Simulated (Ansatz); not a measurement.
# MnAs: properties at the relaxed cell

One table from this session's results is given with a row withheld; the runs are named, their logs left out.

The COD entry's cell or inner coordinates are ideal or old and differ from later refinements, so a difference from it is no clean test against experiment.

Method: DFT PBE, scalar-relativistic, plane waves, PAW, in Ansatz 0.2.0.

1 further run of the same task is left out (set aside as unsound or not needed).

## The structure to begin with

Symmetry: P6_3/mmc, No. 194, hexagonal system. Conventional cell: a = 3.656 Å, b = 3.656 Å, c = 5.502 Å, α = 90.00°, β = 90.00°, γ = 120.00°. Mn (site symmetry -3m) is surrounded by 6 As at 2.52 Å and 2 Mn at 2.75 Å. As (site symmetry -6m2) is surrounded by 6 Mn at 2.52 Å.

As a file:

```cif
data_structure
_symmetry_space_group_name_H-M 'P 1'
_symmetry_Int_Tables_number 1
_cell_length_a 3.6560
_cell_length_b 3.6560
_cell_length_c 5.5024
_cell_angle_alpha 90.000
_cell_angle_beta 90.000
_cell_angle_gamma 120.000
_cell_volume 63.70
loop_
_atom_site_label
_atom_site_type_symbol
_atom_site_fract_x
_atom_site_fract_y
_atom_site_fract_z
_atom_site_occupancy
Mn1 Mn 0.00000 0.00000 0.00000 1
Mn2 Mn 0.00000 0.00000 0.50000 1
As1 As 0.33333 0.66667 0.25000 1
As2 As 0.66667 0.33333 0.75000 1
```

It is the result of an earlier relaxation at this level (volume 15.92 Å³/atom; gap on the mesh: none (metal), site moments up to 2.9 μB).

The first run:

Contents of input.yaml:

```yaml
crystal:
  lattice:
    - [3.6560466488, 0.0, 0.0]
    - [-1.8280233244, 3.1662292753, 0.0]
    - [0.0, 0.0, 5.5024475137]
  atoms:
    - { symbol: Mn, position: [0.0, 0.0, 0.0], spin: 3.14 }
    - { symbol: Mn, position: [0.0, 0.0, 0.5], spin: 3.14 }
    - { symbol: As, position: [0.3333333333, 0.6666666667, 0.25], spin: -0.12 }
    - { symbol: As, position: [0.6666666667, 0.3333333333, 0.75], spin: -0.12 }
basis:
  ecutwfc: 420
kpoints:
  mp_grid: { grid: [12, 12, 8] }
  band_path:
    path:
      - [[0.0, 0.0, 0.0], [0.5, 0.0, 0.0], [0.33333333, 0.33333333, 0.0], [0.0, 0.0, 0.0], [0.0, 0.0, 0.5], [0.5, 0.0, 0.5], [0.33333333, 0.33333333, 0.5], [0.0, 0.0, 0.5]]
      - [[0.5, 0.0, 0.5], [0.5, 0.0, 0.0]]
      - [[0.33333333, 0.33333333, 0.5], [0.33333333, 0.33333333, 0.0]]
    npoints: 14
hamiltonian:
  xc: pbe
scf:
  occupations: { method: gaussian, width: 0.1 }
  n_extra_bands: 10
output:
  forces: true
  stress: true
  eigenvalues: true
  populations: true
  dos: { projected: true, de: 0.02, nscf_kmesh: { grid: [18, 18, 12] } }
  bader: true
magnetization:
  spin_polarized: true
checkpoint:
  read: start.run
  write: ck
  compress: false
  write_wavefunctions: false
  write_every: 100000
```

On the command line:

```
$ ansatz run input.yaml --threads 1 --pin off --max-ram 2560MiB --backend cpu --events-out ev --progress --plain --runs-dir out
```

Steps of the session up to this table: Static run: bands, density of states and charges; Volume × 0.97; The cell scaled to 1.03 of its volume; Volume × 0.94; Point at V/V0 = 1.06.

One table of the session follows, with a row left open; its other results are not shown here.

It belongs to the step «Equation of state». 

```
volume (Å³/atom)  energy above the lowest point (meV/atom)  pressure (GPa)  largest moment (μB)
          14.968                                      14.8            5.45                 2.56
          15.446                                       3.3            2.39                 2.71
          15.924                                       0.0           -0.02                 2.85
          16.402                                         ?               ?                    ?
          16.879                                      10.2           -3.14                 3.13
```

Q: Estimate the row for volume (Å³/atom) = 16.402 from the others.

Worked estimate for «energy above the lowest point (meV/atom)». A straight line through the neighbours (15.924, 0.0) and (16.879, 10.2) gives 0.0 + (10.2 − 0.0) × (16.402 − 15.924) / (16.879 − 15.924) = 5.1; a parabola fitted to 3 rows on both sides gives 2.3.

As computed: energy above the lowest point (meV/atom): 3.0; pressure (GPa): -1.80; largest moment (μB): 2.99. In «energy above the lowest point (meV/atom)» the line misses by +2.1 and the parabola by -0.7.

To keep in mind: Warnings in the runs' records: stability check not made.
